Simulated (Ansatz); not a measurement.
**(ClAlNH)4 cubane (Al4Cl4H4N4): the relaxed shape and its frontier levels**

Aim: characterise (ClAlNH)4 cubane (Al4Cl4H4N4) as a singlet: its structure, frontier levels and distribution of charge.

Method: RKS PBE0-D4/def2-TZVP; program: Ansatz 0.2.0, Gaussian basis.

Levels to be run: relaxation at PBE-D4/def2-SVP; a single point at PBE0-D4/def2-TZVP.

4 further runs of the same task are left out: 3 that didn't finish, 1 set aside as unsound or not needed. Runs told in other sessions of the task aren't counted.

**1. The starting structure**

16 atoms, charge 0, spin multiplicity 1.

Atoms are counted from 1 here; the program's logs count them from 0.

Bond lengths: Al1–Cl2 2.006 Å, Al1–N3 1.938 Å, Al1–N6 1.939 Å, Al1–N9 1.938 Å, N3–Al4 1.938 Å, N3–Al10 1.938 Å, N3–H13 1.016 Å, Al4–Cl5 2.005 Å, Al4–N6 1.938 Å, Al4–N12 1.939 Å, N6–Al7 1.938 Å, N6–H14 1.016 Å, Al7–Cl8 2.006 Å, Al7–N9 1.938 Å, Al7–N12 1.939 Å, N9–Al10 1.939 Å, N9–H15 1.016 Å, Al10–Cl11 2.005 Å and more. Angles: Cl2–Al1–N3 123.9°, Cl2–Al1–N6 123.9°, Cl2–Al1–N9 124.0°, N3–Al1–N6 91.9°, N3–Al1–N9 91.9°, N6–Al1–N9 91.9°, Al1–N3–Al4 88.1°, Al1–N3–Al10 88.1°, Al1–N3–H13 126.6°, Al4–N3–Al10 88.1°, Al4–N3–H13 126.6°, Al10–N3–H13 126.6°, N3–Al4–Cl5 123.9°, N3–Al4–N6 91.9°, N3–Al4–N12 91.9°, Cl5–Al4–N6 123.9°, Cl5–Al4–N12 123.9°, N6–Al4–N12 91.9° and more.

As a file:

```
Al   -1.31140    0.89791    0.44455
Cl   -2.90613    1.98843    0.98357
N    -0.14556    1.34655   -1.03735
Al   -0.19130   -0.52113   -1.55395
Cl   -0.42213   -1.15525   -3.44225
N    -1.40806   -0.95734   -0.10950
Al    0.14077   -1.30210    1.00387
Cl    0.31282   -2.88546    2.22340
N     0.19749    0.53877    1.60682
Al    1.36213    0.92592    0.10535
Cl    3.01568    2.05311    0.23512
N     1.35638   -0.92766   -0.45922
H    -0.23303    2.14878   -1.65513
H    -2.24680   -1.52737   -0.17542
H     0.31611    0.85837    2.56420
H     2.16303   -1.48152   -0.73405
```

The start is a GFN2-xTB geometry.

**2. Optimising with PBE-D4/def2-SVP**

File in.yaml:

```yaml
crystal:
  periodic: [false, false, false]
  atoms:
    - {symbol: Al, position_ang: [-1.311400, 0.897910, 0.444550]}
    - {symbol: Cl, position_ang: [-2.906130, 1.988430, 0.983570]}
    - {symbol: N, position_ang: [-0.145560, 1.346550, -1.037350]}
    - {symbol: Al, position_ang: [-0.191300, -0.521130, -1.553950]}
    - {symbol: Cl, position_ang: [-0.422130, -1.155250, -3.442250]}
    - {symbol: N, position_ang: [-1.408060, -0.957340, -0.109500]}
    - {symbol: Al, position_ang: [0.140770, -1.302100, 1.003870]}
    - {symbol: Cl, position_ang: [0.312820, -2.885460, 2.223400]}
    - {symbol: N, position_ang: [0.197490, 0.538770, 1.606820]}
    - {symbol: Al, position_ang: [1.362130, 0.925920, 0.105350]}
    - {symbol: Cl, position_ang: [3.015680, 2.053110, 0.235120]}
    - {symbol: N, position_ang: [1.356380, -0.927660, -0.459220]}
    - {symbol: H, position_ang: [-0.233030, 2.148780, -1.655130]}
    - {symbol: H, position_ang: [-2.246800, -1.527370, -0.175420]}
    - {symbol: H, position_ang: [0.316110, 0.858370, 2.564200]}
    - {symbol: H, position_ang: [2.163030, -1.481520, -0.734050]}
basis:
  gaussian: {orbitals: def2-SVP}
hamiltonian: {xc: pbe, dispersion: d4}
scf: {lower_state_search: "off"}
output: {orbitals: {seedname: orbitals}}
relax: {f_tol: 0.03, max_steps: 70}
```

On the command line:

```sh
ansatz run in.yaml --threads 4 --pin off --events-out ev --progress --plain --max-ram 6963MiB
```

After this run come: Single point, PBE0-D4/def2-TZVP.

Before running them: what should the planned runs give, taken together? Wanted: point group; commonest bond, hydrogen aside; HOMO, LUMO at PBE0-D4/def2-TZVP; dipole at PBE-D4/def2-SVP.

**Answer**, as computed:

```
                       quantity                            value
                    point group                               Td
 commonest bond, hydrogen aside  Al–N, 12 of mean length 1.936 Å
HOMO, LUMO at PBE0-D4/def2-TZVP                  -8.56, -1.27 eV
      dipole at PBE-D4/def2-SVP                           0.00 D
```

**Reading.** The molecule keeps its bonding pattern by the stored test; the atoms moved 0.07 Å (rms). No usable vibrations, so a minimum isn't proven.
